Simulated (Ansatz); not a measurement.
**ROSPW92-D3(BJ)-ATM/def2-SV(P) (accuracy low, damping of pbe0) run of SiHBrF (SMILES F[SiH]Br)**

Aim: the adiabatic ionisation energy of SiHBrF at ROSPW92-D3(BJ)-ATM/def2-SV(P) (accuracy low, damping of pbe0), from 2 runs. 

Program for the calculation: Ansatz 0.2.0.

2 further runs of the same task are left out: 1 that didn't finish, 1 set aside as unsound or not needed.

**1. Starting point**

The species is SiHBrF (4 atoms), meant as a doublet with charge 0. As SMILES, `F[SiH]Br`. The coordinates come from a PBE0-D4/def2-TZVP relaxation. The run starts from this shape.

Bond lengths: F1–Si2 1.596 Å, Si2–Br3 2.211 Å, Si2–H4 1.491 Å. Angles: F1–Si2–Br3 108.9°, F1–Si2–H4 107.1°, Br3–Si2–H4 108.5°.

**2. A geometry optimisation at ROSPW92-D3(BJ)-ATM/def2-SV(P) (accuracy low, damping of pbe0)**

molecule.yaml

```yaml
basis:
  gaussian:
    orbitals: def2-SV_P_.json
crystal:
  periodic: [false, false, false]
  atoms:
    - {symbol: F, position_ang: [-1.077500, -0.285400, 1.078300]}
    - {symbol: Si, position_ang: [-0.289800, -0.254700, -0.309800]}
    - {symbol: Br, position_ang: [1.852200, -0.643700, 0.073700]}
    - {symbol: H, position_ang: [-0.429400, 1.123400, -0.862500]}
magnetization:
  spin_polarized: false
  initial_magnetization: 1
hamiltonian:
  xc: {name: SPW92}
  dispersion: {method: d3bjatm, functional: pbe0}
accuracy: low
relax:
  escape_saddle: false
output: {orbitals: {seedname: orbitals}}
```

The basis set def2-SV(P) is read from a file made from the Basis Set Exchange's data (not shown).

On the command line:

```bash
ansatz run molecule.yaml --threads 1 --pin off --max-ram 2610MiB --events-out events.jsonl --progress --plain --runs-dir runs
```

What it wrote (excerpt; [...] marks lines left out):

```text
Warning: RAYON_NUM_THREADS=1 ignored (pool sized by the plan → 1); use --threads N
[...]
Functional definition: SPW92
  name "SPW92"
[...]
739 factors; their error is unknown
[...]
mean field -80499.13663931 eV, -2958.2887072200 hartree, gradient 3.5e-5 eV, S^2 0.750000; 0 other end points of the search recorded, 0 dependent functions left out
[...]
reference -80499.13666428 eV, -2958.2887081376 hartree; 30, 29 occupied and 36, 37 virtual orbitals, 739 factors
relax step   1: F+E_penalty+E_count = -80499.20843318 eV  Δ(F+E_penalty+E_count) = +0.000e0 eV  max|allowed force component| = 8.097e-1 eV/Å  Δτ_max = 0.0000 Å  (30 SCF iters, accepted)
[...]
relax step   4: F+E_penalty+E_count = -80499.22865105 eV  Δ(F+E_penalty+E_count) = -2.585e-4 eV  max|allowed force component| = 1.493e-2 eV/Å  Δτ_max = 0.0050 Å  (29 SCF iters, accepted)
[...]
relax step   5: F+E_penalty+E_count = -80499.22866298 eV  Δ(F+E_penalty+E_count) = -1.194e-5 eV  max|allowed force component| = 4.835e-3 eV/Å  Δτ_max = 0.0008 Å  (19 SCF iters, accepted)
739 factors; their error is unknown
[...]
mean field -80499.15691306 eV, -2958.2894522666 hartree, gradient 3.6e-5 eV, S^2 0.750000; 1 other end points of the search recorded, 0 dependent functions left out
[...]
reference -80499.15693792 eV, -2958.2894531802 hartree; 30, 29 occupied and 36, 37 virtual orbitals, 739 factors
Total energy: -80499.22868784 eV, -2958.2920899412 hartree
Atom 0 at    -1.088009    -0.289447     1.097135 Å, force    -0.000391     0.001838    -0.000856 eV/Å
Atom 1 at    -0.292206    -0.272028    -0.316550 Å, force     0.004835    -0.001815    -0.000339 eV/Å
Atom 2 at     1.854450    -0.637998     0.070788 Å, force    -0.002415    -0.000225    -0.000393 eV/Å
Atom 3 at    -0.418736     1.139073    -0.871673 Å, force    -0.002029     0.000201     0.001588 eV/Å
Dipole moment:    -0.039360     0.058426    -0.225473 e Å
```

Run time: 7.5 s. Hardware: 1 thread of Arm Neoverse V2, shared host; peak memory 0.14 GiB.

Steps, from the record of the run:

```
step  energy from the first frame kept (eV)  largest force (eV/Å)
   1                                 0.0000                0.9363
   2                                -0.0152                0.5301
   3                                -0.0200                0.0935
   4                                -0.0202                0.0180
   5                                -0.0202                0.0052
```

After the run. Bond lengths: F1–Si2 1.622 Å, Si2–Br3 2.212 Å, Si2–H4 1.522 Å. Angles: F1–Si2–Br3 108.8°, F1–Si2–H4 106.7°, Br3–Si2–H4 107.3°.

**3. The singlet cation at the same level**

Edit molecule.yaml of step 2 so:

```diff
@@ -10,5 +10,3 @@
     - {symbol: H, position_ang: [-0.429400, 1.123400, -0.862500]}
-magnetization:
-  spin_polarized: false
-  initial_magnetization: 1
+total_charge: 1
 hamiltonian:
```

The basis set def2-SV(P) is read from a file made from the Basis Set Exchange's data (not shown).

On the command line:

```bash
ansatz run molecule.yaml --threads 1 --pin off --max-ram 2610MiB --events-out events.jsonl --progress --plain --runs-dir runs
```

What it wrote:

```text
Warning: RAYON_NUM_THREADS=1 ignored (pool sized by the plan → 1); use --threads N
The last accepted step is kept in runs//last_step.txt (removed where the run ends without a failure and the disk answers)
[... 4 lines left out ...]
739 factors; their error is unknown
[... 10 lines left out ...]
739 factors; their error is unknown
[... 5 lines left out ...]
739 factors; their error is unknown
[... 6 lines left out ...]
739 factors; their error is unknown
[... 5 lines left out ...]
739 factors; their error is unknown
[... 5 lines left out ...]
739 factors; their error is unknown
[... 5 lines left out ...]
739 factors; their error is unknown
[... 4 lines left out ...]
739 factors; their error is unknown
[... 4 lines left out ...]
Total energy: -80491.34364596 eV, -2958.0023199968 hartree
[... 4 lines left out ...]
Dipole moment:    -0.411460     0.468695    -0.353494 e Å
```

Wall time 7.5 s (1 thread of Arm Neoverse V2, shared host); peak memory 0.13 GiB.

Steps, from the record of the run:

```
step  energy from the first frame kept (eV)  largest force (eV/Å)
   1                                 0.0000                3.4066
   2                                -0.6097                2.1565
   3                                -0.8444                2.0014
   4                                -0.9035                1.3184
   5                                -0.9515                0.1952
   6                                -0.9519                0.0202
   7                                -0.9519                0.0008
```

After the run. Bond lengths: F1–Si2 1.573 Å, Si2–Br3 2.091 Å, Si2–H4 1.493 Å. Angles: F1–Si2–Br3 119.0°, F1–Si2–H4 115.1°, Br3–Si2–H4 125.9°.

**4. What came out**

Level: ROSPW92-D3(BJ)-ATM/def2-SV(P) (accuracy low, damping of pbe0).

| quantity | value |
| --- | --- |
| doublet SiHBrF: total energy at the end | -2958.29209 Eh |
| doublet SiHBrF: dipole moment | 1.13 D |
| doublet SiHBrF: dispersion energy | -6.92 kJ/mol |
| doublet SiHBrF: ⟨S²⟩ | 0.750 |
| singlet cation: total energy at the end | -2958.00232 Eh |
| singlet cation: HOMO energy | -14.53 eV |
| singlet cation: LUMO energy | -10.09 eV |
| singlet cation: HOMO–LUMO gap | 4.44 eV |
| singlet cation: dispersion energy | -6.86 kJ/mol |
| adiabatic ionisation energy (to the singlet cation, no zero-point term) | 7.885 eV |

**Reading.** The adiabatic ionisation energy (to the singlet cation, no zero-point term) is 7.89 eV (182 kcal/mol). The optimisation (doublet SiHBrF) took 4 steps and changed the energy by -0.020 eV. Mulliken charges (doublet SiHBrF) run from -0.26 on F1 to +0.41 on Si2. The accuracy setting (doublet SiHBrF) is loose, so the last digits carry no meaning. The optimisation (singlet cation) took 6 steps and changed the energy by -0.952 eV. Mulliken charges (singlet cation) run from -0.13 on F1 to +0.74 on Si2.
